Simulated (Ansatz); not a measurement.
**ZrO2: a point defect seen from the nuclei (As on a Zr site)**

Aim: the field gradients at and around a point defect: As on a Zr site in ZrO2, cell charge +1. The cell is a supercell built from a computed entry of the Materials Project. Planned: a single point, then a relaxation.

Computed with Ansatz 0.2.0 (DFT, PBE, plane-wave PAW, default files, scalar-relativistic, unless a step's input says otherwise).

**1. The system as given**

Symmetry: I-4m2, No. 119, tetragonal system. The conventional cell has a = 7.200 Å, b = 7.200 Å, c = 10.450 Å, α = 90.00°, β = 90.00°, γ = 90.00°. As (site symmetry -4m2) has 4 O at 2.08 Å as nearest neighbours. Zr (site symmetry -4m2) is surrounded by 4 O at 2.08 Å. Zr (site symmetry 2mm) is surrounded by 4 O at 2.08 Å. Zr (site symmetry 2) has 4 O at 2.08 Å as nearest neighbours. O (site symmetry m) is surrounded by 2 Zr at 2.08 Å. O (site symmetry m) is surrounded by 1 As at 2.08 Å and 1 Zr at 2.08 Å.

Coordinates:

```
CELL_PARAMETERS angstrom
-3.60017 3.60017 5.22516
3.60017 -3.60017 5.22516
3.60017 3.60017 -5.22516
ATOMIC_POSITIONS crystal
As 0.00000 0.00000 0.00000
Zr 0.50000 0.50000 0.00000
Zr 0.50000 0.00000 0.50000
Zr 0.00000 0.50000 0.50000
Zr 0.50000 0.50000 0.50000
Zr 0.00000 0.00000 0.50000
Zr 0.00000 0.50000 0.00000
Zr 0.50000 0.00000 0.00000
O 0.40089 0.15089 0.25000
O 0.90089 0.65089 0.25000
O 0.90089 0.15089 0.75000
O 0.40089 0.65089 0.75000
O 0.65089 0.40089 0.25000
O 0.15089 0.90089 0.25000
O 0.15089 0.40089 0.75000
O 0.65089 0.90089 0.75000
O 0.34911 0.59911 0.25000
O 0.84911 0.09911 0.25000
O 0.84911 0.59911 0.75000
O 0.34911 0.09911 0.75000
O 0.09911 0.34911 0.25000
O 0.59911 0.84911 0.25000
O 0.59911 0.34911 0.75000
O 0.09911 0.84911 0.75000
```

Atom 1 of the input is the impurity.

**2. Gradients at the starting positions**

input.yaml reads:

```yaml
crystal:
  lattice:
    - [-3.60016846, 3.60016846, 5.22515604]
    - [3.60016846, -3.60016846, 5.22515604]
    - [3.60016846, 3.60016846, -5.22515604]
  atoms:
    - { symbol: As, position: [0.0, 0.0, 0.0] }
    - { symbol: Zr, position: [0.5, 0.5, 0.0] }
    - { symbol: Zr, position: [0.5, 0.0, 0.5] }
    - { symbol: Zr, position: [0.0, 0.5, 0.5] }
    - { symbol: Zr, position: [0.5, 0.5, 0.5] }
    - { symbol: Zr, position: [0.0, 0.0, 0.5] }
    - { symbol: Zr, position: [0.0, 0.5, 0.0] }
    - { symbol: Zr, position: [0.5, 0.0, 0.0] }
    - { symbol: O, position: [0.400887455, 0.150887455, 0.25] }
    - { symbol: O, position: [0.900887455, 0.650887455, 0.25] }
    - { symbol: O, position: [0.900887455, 0.150887455, 0.75] }
    - { symbol: O, position: [0.400887455, 0.650887455, 0.75] }
    - { symbol: O, position: [0.650887455, 0.400887455, 0.25] }
    - { symbol: O, position: [0.150887455, 0.900887455, 0.25] }
    - { symbol: O, position: [0.150887455, 0.400887455, 0.75] }
    - { symbol: O, position: [0.650887455, 0.900887455, 0.75] }
    - { symbol: O, position: [0.349112545, 0.599112545, 0.25] }
    - { symbol: O, position: [0.849112545, 0.099112545, 0.25] }
    - { symbol: O, position: [0.849112545, 0.599112545, 0.75] }
    - { symbol: O, position: [0.349112545, 0.099112545, 0.75] }
    - { symbol: O, position: [0.099112545, 0.349112545, 0.25] }
    - { symbol: O, position: [0.599112545, 0.849112545, 0.25] }
    - { symbol: O, position: [0.599112545, 0.349112545, 0.75] }
    - { symbol: O, position: [0.099112545, 0.849112545, 0.75] }
total_charge: 1
kpoints:
  mp_grid: { grid: [4, 4, 4] }
scf:
  occupations: { method: fermi_dirac, width: 0.01 }
hamiltonian:
  xc: pbe
  pseudopotentials: { kind: paw }
output:
  forces: true
  stress: true
  populations: true
  efg:
    quadrupole_moments_barn: { As: 0.311, Zr: -0.176, O: -0.02558 }
    contact_densities: true
  write_density: true
  write_potential: true
  elf: true
  volumetric_format: npy
```

Started as:

```console
> ansatz run input.yaml --threads 1 --pin off --max-ram 3072MiB --backend cpu --events-out ev --progress --plain --runs-dir out
```

The program printed:

```text
Warning: RAYON_NUM_THREADS=1 ignored (pool sized by the plan → 1); use --threads N
Zr: output.efg is read without spin–orbit coupling, which moves field gradients at and beside such atoms by some per cent and up to a factor of two; PAW files take it under magnetization.noncollinear and magnetization.spin_orbit
Engine: ansatz 0.2.0, aarch64-unknown-linux-gnu
Pseudopotentials: kind: paw
Pseudopotential: As, paw, valence charge 15, recommended cutoff 420 eV (normal), As.paw.azcp
Pseudopotential: Zr, paw, valence charge 12, recommended cutoff 420 eV (normal), Zr.paw.azcp
Pseudopotential: O, paw, valence charge 6, recommended cutoff 420 eV (normal), O.paw.azcp
Functional definition: PBE
  parameter kappa = 0.804
  parameter beta = 0.06672455060314922
  exchange = pbe_x(kappa = kappa, mu = beta*pi^2/3)
  correlation = pbe_c(beta = beta)
Crystal: 24 atoms, lattice volume = 270.897 Å³
Basis set: ecut = 420 eV, 5225 PW (Γ), exchange–correlation on 100×100×100 points (8 copies of the dense FFT grid, shifted against one another)
Bands: 121, of which v1, the nominal top of the filled ones, is band 97 counted from 1 (96 counted from 0)
Symmetry: 8 space group operations
Space group: I-4m2 (ITA 119), of the structure as read, at distance tolerance 6.5e-5 Å
k-points: 13 of 64 (time reversal used)
Non-local potential: As, projectors of the file, l = 0: 2, l = 1: 2, l = 2: 3, l = 3: 1
Non-local potential: Zr, projectors of the file, l = 0: 3, l = 1: 2, l = 2: 2, l = 3: 2
Non-local potential: O, projectors of the file, l = 0: 2, l = 1: 2, l = 2: 1
PAW form: soft (Blöchl's): semilocal exchange-correlation on the pseudo side does not see the compensation charge
PAW one-centre angular grid: As, 590 points (default); XC on 64 Gauss nodes
PAW one-centre angular grid: Zr, 590 points (default); XC on 64 Gauss nodes
PAW one-centre angular grid: O, 110 points (default); XC on 64 Gauss nodes
Initial density: superposition of atomic densities (neutral atoms scaled as one to the charged cell's electrons: chi_scale 0, normalization atom), corrected by the library's trained network
Initial wavefunctions: pseudopotential atomic-orbital guess
Functional: x = pbe(κ = 0.804, μ = 0.2195149727645171), c = pbe(β = 0.06672455060314922)
SCF iter   1: F=—  HF=-43266.663080 eV  |F-HF|=—  |Δ(HF+E_count)|=         —  Δρ=2.46e-2  dr2=1.73e0  ethr=1.77e-3  ⟨swp⟩=5.2  Hψ=5586  notcnv=0  defer=132
preconditioner: auto → Resta (q_TF=auto, 2.581 Å⁻¹)  ε∞=4.3  [insulator: Δε(μ)=1.041 eV  Ē_g=16.162 eV  σ=0.010 eV  W_gap=1.00  n_scr=64 (ndim 8)  ℏωp=29.4 eV  f_vac=0.025  D(μ)=0.00/eV (n_scr^D=0)  ε∞_Penn≈4.3]
SCF iter   2: F=—  HF=-43266.296563 eV  |F-HF|=—  |Δ(HF+E_count)|=   3.67e-1  Δρ=1.34e-2  dr2=2.95e-1  ethr=8.91e-4  ⟨swp⟩=2.0  Hψ=2228  notcnv=0  defer=239
SCF iter   3: F=—  HF=-43266.235727 eV  |F-HF|=—  |Δ(HF+E_count)|=   6.08e-2  Δρ=6.39e-3  dr2=9.04e-2  ethr=1.52e-4  ⟨swp⟩=2.2  Hψ=2224  notcnv=0  defer=239
SCF iter   4: F=—  HF=-43266.215014 eV  |F-HF|=—  |Δ(HF+E_count)|=   2.07e-2  Δρ=1.86e-3  dr2=7.69e-3  ethr=4.66e-5  ⟨swp⟩=3.1  Hψ=2038  notcnv=0  defer=239
SCF iter   5: F=—  HF=-43266.213972 eV  |F-HF|=—  |Δ(HF+E_count)|=   1.04e-3  Δρ=7.10e-4  dr2=1.21e-3  ethr=3.97e-6  ⟨swp⟩=2.2  Hψ=2154  notcnv=0  defer=238
SCF iter   6: F=—  HF=-43266.213956 eV  |F-HF|=—  |Δ(HF+E_count)|=   1.61e-5  Δρ=2.14e-4  dr2=1.34e-4  ethr=6.22e-7  ⟨swp⟩=2.0  Hψ=2505  notcnv=0  defer=238
SCF iter   7: F=—  HF=-43266.213978 eV  |F-HF|=—  |Δ(HF+E_count)|=   2.24e-5  Δρ=9.30e-5  dr2=1.99e-5  ethr=6.92e-8  ⟨swp⟩=2.0  Hψ=2505  notcnv=0  defer=238
SCF iter   8: F=—  HF=-43266.213119 eV  |F-HF|=—  |Δ(HF+E_count)|=   8.59e-4  Δρ=5.38e-5  dr2=7.71e-6  ethr=1.03e-8  ⟨swp⟩=2.0  Hψ=2280  notcnv=0  defer=238
SCF iter   9: F=—  HF=-43266.213119 eV  |F-HF|=—  |Δ(HF+E_count)|=   2.77e-7  Δρ=1.64e-5  dr2=7.54e-7  ethr=3.97e-9  ⟨swp⟩=2.0  Hψ=2070  notcnv=0  defer=238
SCF iter  10: F=—  HF=-43266.213120 eV  |F-HF|=—  |Δ(HF+E_count)|=   5.69e-7  Δρ=5.90e-6  dr2=1.08e-7  ethr=3.89e-10  ⟨swp⟩=2.0  Hψ=2505  notcnv=0  defer=238
SCF iter  11: F=-43266.213120 eV  HF=-43266.213120 eV  |F-HF|=4.09e-8  |Δ(HF+E_count)|=   1.39e-7  Δρ=4.34e-6  dr2=5.18e-8  ethr=5.15e-11  ⟨swp⟩=15.5  Hψ=11953  notcnv=0
SCF 1 converged in 11 iterations: F = -43266.213120 eV  dr2 = 5.18e-8
SCF converged after 11 iterations
Free energy (F): -43266.213120 eV
Harris-Foulkes:  -43266.213120 eV  (|F-HF|=4.09e-8)
Internal energy: -43266.213120 eV  (E = F + TS)
E sigma→0 (E₀):  -43266.213120 eV
Fermi energy:    11.018426 eV
--- Per-component energies (eV) ---
  E_band       = -768.864803
  E_kinetic    = 5234.931430
  E_local      = -10406.400901  (includes V_loc(G=0)·N_el)
  E_nonlocal   = 627.573953
  E_hartree    = 3796.862111
  E_xc         = -2394.486597
  E_vxc        = -2926.472299  (∫ρ·V_xc dr)
  E_paw        = -25033.944183  (= ΣΔE_a)
  E_vpaw       = -892.264824  (= ΣTr[D̂ρ^β])
  E_aug_tail   = 0.039945  (compensation charges beyond the density's cutoff)
  E_ewald      = -15090.788879
  E_smearing   = -0.000000  (= −TS)
  E_closure    = 0.000000  (closes the sum)
  E_deformation_potential = 20.424346  (in the stress; not in F)
  Σ components = -43266.213120   (vs F -43266.213120, Δ=0.00e0)
--- Forces (eV/Å), atoms counted from 1 ---
  atom   1  As     0.00000000    -0.00000000     0.00000000
  atom   2  Zr     0.00000000     0.00000000     0.00000000
  atom   3  Zr     0.00000000    -0.00000000     1.41482982
  atom   4  Zr     0.00000000     0.00000000    -1.41482982
  atom   5  Zr    -0.56296576     0.56296576     0.00000000
  atom   6  Zr     0.56296576    -0.56296576     0.00000000
  atom   7  Zr    -0.56296576    -0.56296576     0.00000000
  atom   8  Zr     0.56296576     0.56296576     0.00000000
  atom   9  O     -0.00000000    -0.18298490    -0.28407478
  atom  10  O     -0.00000000     0.57896850     0.12780723
  atom  11  O     -0.00000000     0.18298490    -0.28407478
  atom  12  O     -0.00000000    -0.57896850     0.12780723
  atom  13  O      0.00000000     0.01547673     0.04285508
  atom  14  O      0.00000000    -2.07083391     0.67946961
  atom  15  O      0.00000000    -0.01547673     0.04285508
  atom  16  O      0.00000000     2.07083391     0.67946961
  atom  17  O      0.57896850    -0.00000000    -0.12780723
  atom  18  O     -0.18298490     0.00000000     0.28407478
  atom  19  O      0.18298490     0.00000000     0.28407478
  atom  20  O     -0.57896850     0.00000000    -0.12780723
  atom  21  O     -2.07083391     0.00000000    -0.67946961
  atom  22  O      0.01547673     0.00000000    -0.04285508
  atom  23  O     -0.01547673     0.00000000    -0.04285508
  atom  24  O      2.07083391     0.00000000    -0.67946961
  max |Σ_I F_I| component: 8.88e-16 eV/Å
--- Stress (GPa, compression-positive) ---
        2.628603       0.000000       0.000000
        0.000000       2.628603       0.000000
        0.000000       0.000000       4.123558
  P = ⅓ Tr σ = 3.1269 GPa (31.269 kbar)
--- PAW observables at the nuclei: V_zz in 10²¹ V/m², potentials from the cell's mean, atoms counted from 1 ---
  atom   1  As V_zz =    +2.655879   η = 0.0000   by run symmetry: allowed   C_q = +19.9721 MHz
            electrostatic potential = -4514.913470 V   contact ρ = 235510.446625 e/Å³
  atom   2  Zr V_zz =    +5.723701   η = 0.0000   by run symmetry: allowed   C_q = -24.3581 MHz
            electrostatic potential = -5925.705587 V   contact ρ = 490527.319136 e/Å³
  atom   3  Zr V_zz =    +6.551344   η = 0.0351   by run symmetry: allowed   C_q = -27.8803 MHz
            electrostatic potential = -5925.609406 V   contact ρ = 490527.471529 e/Å³
  atom   4  Zr V_zz =    +6.551344   η = 0.0351   by run symmetry: allowed   C_q = -27.8803 MHz
            electrostatic potential = -5925.609406 V   contact ρ = 490527.471529 e/Å³
  atom   5  Zr V_zz =    +5.369971   η = 0.1057   by run symmetry: allowed   C_q = -22.8528 MHz
            electrostatic potential = -5925.708517 V   contact ρ = 490527.640203 e/Å³
  atom   6  Zr V_zz =    +5.369971   η = 0.1057   by run symmetry: allowed   C_q = -22.8528 MHz
            electrostatic potential = -5925.708517 V   contact ρ = 490527.640203 e/Å³
  atom   7  Zr V_zz =    +5.369971   η = 0.1057   by run symmetry: allowed   C_q = -22.8528 MHz
            electrostatic potential = -5925.708517 V   contact ρ = 490527.640203 e/Å³
  atom   8  Zr V_zz =    +5.369971   η = 0.1057   by run symmetry: allowed   C_q = -22.8528 MHz
            electrostatic potential = -5925.708517 V   contact ρ = 490527.640203 e/Å³
  atom   9  O  V_zz =    +3.138047   η = 0.0713   by run symmetry: allowed   C_q = -1.9410 MHz
            electrostatic potential = -628.053697 V   contact ρ = 2157.639437 e/Å³
  atom  10  O  V_zz =    +2.436448   η = 0.0553   by run symmetry: allowed   C_q = -1.5070 MHz
            electrostatic potential = -627.837212 V   contact ρ = 2157.133790 e/Å³
  atom  11  O  V_zz =    +3.138047   η = 0.0713   by run symmetry: allowed   C_q = -1.9410 MHz
            electrostatic potential = -628.053697 V   contact ρ = 2157.639437 e/Å³
  atom  12  O  V_zz =    +2.436448   η = 0.0553   by run symmetry: allowed   C_q = -1.5070 MHz
            electrostatic potential = -627.837212 V   contact ρ = 2157.133790 e/Å³
  atom  13  O  V_zz =    -0.462832   η = 0.8940   by run symmetry: allowed   C_q = +0.2863 MHz
            electrostatic potential = -628.095482 V   contact ρ = 2156.951318 e/Å³
  atom  14  O  V_zz =   +13.359532   η = 0.0239   by run symmetry: allowed   C_q = -8.2632 MHz
            electrostatic potential = -627.124446 V   contact ρ = 2159.022597 e/Å³
  atom  15  O  V_zz =    -0.462832   η = 0.8940   by run symmetry: allowed   C_q = +0.2863 MHz
            electrostatic potential = -628.095482 V   contact ρ = 2156.951318 e/Å³
  atom  16  O  V_zz =   +13.359532   η = 0.0239   by run symmetry: allowed   C_q = -8.2632 MHz
            electrostatic potential = -627.124446 V   contact ρ = 2159.022597 e/Å³
  atom  17  O  V_zz =    +2.436448   η = 0.0553   by run symmetry: allowed   C_q = -1.5070 MHz
            electrostatic potential = -627.837212 V   contact ρ = 2157.133790 e/Å³
  atom  18  O  V_zz =    +3.138047   η = 0.0713   by run symmetry: allowed   C_q = -1.9410 MHz
            electrostatic potential = -628.053697 V   contact ρ = 2157.639437 e/Å³
  atom  19  O  V_zz =    +3.138047   η = 0.0713   by run symmetry: allowed   C_q = -1.9410 MHz
            electrostatic potential = -628.053697 V   contact ρ = 2157.639437 e/Å³
  atom  20  O  V_zz =    +2.436448   η = 0.0553   by run symmetry: allowed   C_q = -1.5070 MHz
            electrostatic potential = -627.837212 V   contact ρ = 2157.133790 e/Å³
  atom  21  O  V_zz =   +13.359532   η = 0.0239   by run symmetry: allowed   C_q = -8.2632 MHz
            electrostatic potential = -627.124446 V   contact ρ = 2159.022597 e/Å³
  atom  22  O  V_zz =    -0.462832   η = 0.8940   by run symmetry: allowed   C_q = +0.2863 MHz
            electrostatic potential = -628.095482 V   contact ρ = 2156.951318 e/Å³
  atom  23  O  V_zz =    -0.462832   η = 0.8940   by run symmetry: allowed   C_q = +0.2863 MHz
            electrostatic potential = -628.095482 V   contact ρ = 2156.951318 e/Å³
  atom  24  O  V_zz =   +13.359532   η = 0.0239   by run symmetry: allowed   C_q = -8.2632 MHz
            electrostatic potential = -627.124446 V   contact ρ = 2159.022597 e/Å³
--- Band table (eV; the first three rows and the last of 13) ---
  k-point 0: bands = ["-36.6310", "-36.6255", "-36.5408", "-36.5254", "-36.5254", "-36.5088", "-36.4966", "-25.9969", "-25.9866", "-25.9866", "-25.9652", "-25.9645", "-15.1681", "-15.1681", "-15.1648", "-15.1379", "-15.0223", "-15.0223", "-14.9998", "-14.7234", "-14.7234", "-14.6438", "-14.6295", "-14.6003", "-14.5745", "-14.5745", "-14.5634", "-14.5634", "-14.5100", "-14.5075", "-14.4904", "-14.4650", "-14.4650", "-7.3205", "-6.1625", "-6.0913", "-6.0004", "-6.0004", "-5.6345", "-5.6345", "-5.6132", "-5.1297", "-5.0337", "-5.0337", "-4.7838", "-4.7318", "-4.6763", "-4.6763", "-4.6746", "1.1601", "5.7604", "5.9331", "6.0230", "6.0230", "6.0806", "6.5612", "6.5612", "6.5718", "6.5821", "7.1005", "7.1421", "7.1421", "7.2087", "7.2477", "7.4457", "7.6593", "7.6593", "8.1317", "8.3039", "8.3039", "8.3981", "8.4920", "8.4920", "8.8000", "8.8000", "8.9217", "8.9759", "9.1729", "9.1729", "9.3672", "9.4780", "9.5668", "9.5719", "9.5719", "9.6630", "9.7239", "9.7489", "9.7489", "9.9323", "10.0648", "10.1300", "10.1300", "10.2083", "10.3767", "10.5529", "10.6358", "10.6358", "11.5627", "15.0391", "15.4329", "15.4329", "15.4523", "15.5027", "15.6728", "15.7201", "15.7201", "15.8257", "15.9718", "16.0251", "16.0640", "16.1474", "16.2595", "16.4406", "16.5705", "16.5705", "17.1581", "17.1581", "17.2816", "17.3663", "17.6544", "17.6544"]
[... 3 lines left out ...]
--- Löwdin populations: 24 sites ---
  site symbol       q [e]
     0     As     13.4693
     1     Zr     10.5106
     2     Zr     10.5010
     3     Zr     10.5010
     4     Zr     10.5075
     5     Zr     10.5075
     6     Zr     10.5075
     7     Zr     10.5075
     8      O      6.6477
     9      O      6.6415
    10      O      6.6477
    11      O      6.6415
    12      O      6.6509
    13      O      6.6096
    14      O      6.6509
    15      O      6.6096
    16      O      6.6415
    17      O      6.6477
    18      O      6.6477
    19      O      6.6415
    20      O      6.6096
    21      O      6.6509
    22      O      6.6509
    23      O      6.6096
  spilling = 0.004069 (of n_electrons = 194.000000)
```

Run time: 65 s. Hardware: 1 thread of Arm Neoverse V2, shared host; peak memory 0.71 GiB.

At the end: gap on the mesh 0.61 eV, largest force 2.179 eV/Å, pressure 3.1 GPa.

Site by site (atoms counted from 1):

```tsv
site	atoms	distance from the defect (Å)	V_zz (10²¹ V/m²)	η	C_Q (MHz)
As	1	0.00	2.66	0.00	20.0 (⁷⁵As)
O14	14, 16, 21, 24	2.08	13.36	0.02	-8.26 (¹⁷O)
O9	9, 11, 18, 19	2.39	3.14	0.07	-1.94 (¹⁷O)
Zr3	3, 4	3.60	6.55	0.04	-27.9 (⁹¹Zr)
Zr5	5, 6, 7, 8	3.65	5.37	0.11	-22.9 (⁹¹Zr)
O10	10, 12, 17, 20	4.07	2.44	0.06	-1.51 (¹⁷O)
O13	13, 15, 22, 23	4.16	-0.46	0.89	0.286 (¹⁷O)
Zr2	2	5.09	5.72	0.00	-24.4 (⁹¹Zr)
```

Conventions: |V_zz| ≥ |V_yy| ≥ |V_xx|, η = (V_xx − V_yy)/V_zz, C_Q = eQV_zz/h. Q values from Pyykkö, Mol. Phys. 116, 1328 (2018).

Direction of the V_zz axis (Cartesian unit vector):

```tsv
site	atom	x	y	z
As	1	0.00	0.00	1.00
Zr2	2	0.00	0.00	1.00
Zr3	3	0.00	0.00	1.00
Zr5	5	0.00	0.00	1.00
O9	9	0.00	0.90	0.44
O10	10	0.00	0.98	0.18
O13	13	0.00	0.98	0.22
O14	14	0.00	0.84	-0.54
```

Density in a lattice plane of the grid's cell (edges 7.30 and 7.30 Å, at 0.000 of the third edge), which holds As and Zr.

Ten even steps from ' ' (0.16 e/Å³) to '@' (34.09 e/Å³):
```
--..                  ....                  ..==
                                                
                                                
                                                
                                                
                                                
                                                
                                                
....                    ....                    
  ..                  ..  ..                  ..
..                    ....                  ....
                                                
                                                
                                                
                                                
                                                
                                                
                                                
--==..                  ....                  ..
@@++                  ..  ..                  ++
```
Columns run along the first of these edges and rows up along the second, over one cell in 24 and 20 even steps from the bottom left corner. Atoms in the plane (fractional): As at (0.00, 0.00), Zr at (0.50, 0.50), Zr at (0.00, 0.50), Zr at (0.50, 0.00).

ELF in the same plane.

Ten even steps from '0' (0.04) to '9' (0.85):
```
245322102896697112334542
554455302798851378765555
324675100233104999864444
014652024431017999731111
012210379973027997301221
000003899972013441015652
145215999840133200157741
899625887315899720366414
669612431179669820122158
059500000595059500000595
697113421786685122101896
851379852699841465302799
104899951254114775100233
017999830000025652014431
026886301221012210379973
035652015652000003899962
345531157741144215999842
555531256414899625887424
224531122159668712431254
625420000594049500002452
```
Columns run along the first of these edges and rows up along the second, over one cell in 24 and 20 even steps from the bottom left corner. Atoms in the plane (fractional): As at (0.00, 0.00), Zr at (0.50, 0.50), Zr at (0.00, 0.50), Zr at (0.50, 0.00).

Both are smooth fields of the valence electrons: close to the nuclei they are not physical.

The highest ELF values outside the cores: 0.86 in the shell around O, 0.7 Å from O; 0.85 beside O, off the lines to its neighbours, 0.6 Å from O; 0.55 in the shell around As, 0.8 Å from As.

[end of part 1 of 2]
